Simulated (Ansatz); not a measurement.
# C: a strain scan

This session takes C and sets out to see how energy and stress answer to the strain pattern (0, 0, 1, 0, 0, 0).

Computed with Ansatz 0.2.0 (DFT r2SCAN, scalar-relativistic, plane waves, PAW, unless a step's input says otherwise).

1 further run of the same task is left out (set aside as unsound or not needed).

## (1) The structure to begin with

It takes space group Fd-3m (No. 227, cubic). The conventional cell has a = 3.560 Å, b = 3.560 Å, c = 3.560 Å, α = 90.00°, β = 90.00°, γ = 90.00°. C (site symmetry -43m) is surrounded by 4 C at 1.54 Å.

As a file:

```
C
1.0
     0.00000    1.78014    1.78014
     1.78014    0.00000    1.78014
     1.78014    1.78014    0.00000
C
2
Cartesian
  1.7801 1.7801 1.7801
  2.6702 2.6702 2.6702
```

This cell was relaxed beforehand with the same method: volume 5.64 Å³/atom, gap on the mesh 4.39 eV.

## (2) The reference cell

The reference gives a free energy of -503.1115 eV, pressure 0.00 GPa, largest force 0.000 eV/Å and gap on the mesh 4.39 eV. It was computed beforehand with the settings of the runs below.

## (3) Setting up a strain scan

The cell is strained by ε times the Voigt pattern (0, 0, 1, 0, 0, 0) (xx, yy, zz, yz, xz, xy; engineering shear), with fractional coordinates fixed (clamped ions). The stress on the pattern is the sum of the stress components weighted by it, tension positive.

## (4) ε = -0.0600

input.yaml

```yaml
crystal:
  lattice:
    - [0.0, 1.7801417077, 1.6733332052]
    - [1.7801417077, 0.0, 1.6733332052]
    - [1.7801417077, 1.7801417077, 0.0]
  atoms:
    - { symbol: C, position: [0.5, 0.5, 0.5] }
    - { symbol: C, position: [0.75, 0.75, 0.75] }
basis:
  ecutwfc: 500
kpoints:
  mp_grid: { grid: [12, 12, 12] }
hamiltonian:
  xc: r2scan
scf:
  occupations: { method: gaussian, width: 0.05 }
output:
  forces: true
  stress: true
  eigenvalues: true
```

Started as:

```console
> ansatz run input.yaml --threads 1 --pin off --max-ram 2560MiB --backend cpu --events-out ev --progress --plain --runs-dir out
```

## (5) At ε = 0.0450

Changes to input.yaml since step 4:

```diff
@@ -2,4 +2,4 @@
   lattice:
-    - [0.0, 1.7801417077, 1.6733332052]
-    - [1.7801417077, 0.0, 1.6733332052]
+    - [0.0, 1.7801417077, 1.8602480845]
+    - [1.7801417077, 0.0, 1.8602480845]
     - [1.7801417077, 1.7801417077, 0.0]
```

## (6) At ε = -0.0300

Changes to input.yaml since step 5:

```diff
@@ -2,4 +2,4 @@
   lattice:
-    - [0.0, 1.7801417077, 1.8602480845]
-    - [1.7801417077, 0.0, 1.8602480845]
+    - [0.0, 1.7801417077, 1.7267374565]
+    - [1.7801417077, 0.0, 1.7267374565]
     - [1.7801417077, 1.7801417077, 0.0]
```

## (7) At ε = 0.0150

Changes to input.yaml since step 6:

```diff
@@ -2,4 +2,4 @@
   lattice:
-    - [0.0, 1.7801417077, 1.7267374565]
-    - [1.7801417077, 0.0, 1.7267374565]
+    - [0.0, 1.7801417077, 1.8068438333]
+    - [1.7801417077, 0.0, 1.8068438333]
     - [1.7801417077, 1.7801417077, 0.0]
```

## (8) At ε = 0.0600

Changes to input.yaml since step 7:

```diff
@@ -2,4 +2,4 @@
   lattice:
-    - [0.0, 1.7801417077, 1.8068438333]
-    - [1.7801417077, 0.0, 1.8068438333]
+    - [0.0, 1.7801417077, 1.8869502102]
+    - [1.7801417077, 0.0, 1.8869502102]
     - [1.7801417077, 1.7801417077, 0.0]
@@ -20 +20,5 @@
   eigenvalues: true
+  write_density: true
+  write_potential: true
+  elf: true
+  volumetric_format: npy
```

## (9) ε = -0.0450

Changes to input.yaml since step 8:

```diff
@@ -2,4 +2,4 @@
   lattice:
-    - [0.0, 1.7801417077, 1.8869502102]
-    - [1.7801417077, 0.0, 1.8869502102]
+    - [0.0, 1.7801417077, 1.7000353309]
+    - [1.7801417077, 0.0, 1.7000353309]
     - [1.7801417077, 1.7801417077, 0.0]
@@ -20,5 +20 @@
   eigenvalues: true
-  write_density: true
-  write_potential: true
-  elf: true
-  volumetric_format: npy
```

## (10) At ε = 0.0300

Changes to input.yaml since step 9:

```diff
@@ -2,4 +2,4 @@
   lattice:
-    - [0.0, 1.7801417077, 1.7000353309]
-    - [1.7801417077, 0.0, 1.7000353309]
+    - [0.0, 1.7801417077, 1.8335459589]
+    - [1.7801417077, 0.0, 1.8335459589]
     - [1.7801417077, 1.7801417077, 0.0]
```

## (11) ε = -0.0150

Changes to input.yaml since step 10:

```diff
@@ -2,4 +2,4 @@
   lattice:
-    - [0.0, 1.7801417077, 1.8335459589]
-    - [1.7801417077, 0.0, 1.8335459589]
+    - [0.0, 1.7801417077, 1.7534395821]
+    - [1.7801417077, 0.0, 1.7534395821]
     - [1.7801417077, 1.7801417077, 0.0]
```

## (12) At ε = 0.0525

Changes to input.yaml since step 11:

```diff
@@ -2,4 +2,4 @@
   lattice:
-    - [0.0, 1.7801417077, 1.7534395821]
-    - [1.7801417077, 0.0, 1.7534395821]
+    - [0.0, 1.7801417077, 1.8735991474]
+    - [1.7801417077, 0.0, 1.8735991474]
     - [1.7801417077, 1.7801417077, 0.0]
```

(Steps that only read results are left out.)

Q: Predict the outcome of this session. Wanted: slope of the stress at ε = 0, over ±0.0150.

**Answer**, as computed:

| quantity | value |
| --- | --- |
| slope of the stress at ε = 0, over ±0.0150 | 1112 GPa |

In words: The slope of the stress at zero strain, 1112 GPa, estimates C33 with clamped ions in this Cartesian frame; letting the atoms relax could not make it stiffer. The undisturbed cell stays the lowest of the sampled points. Compression costs more than tension: 74.3 against 66.8 meV/atom at the ends. The gap on the mesh stays between 2.86 and 4.39 eV.
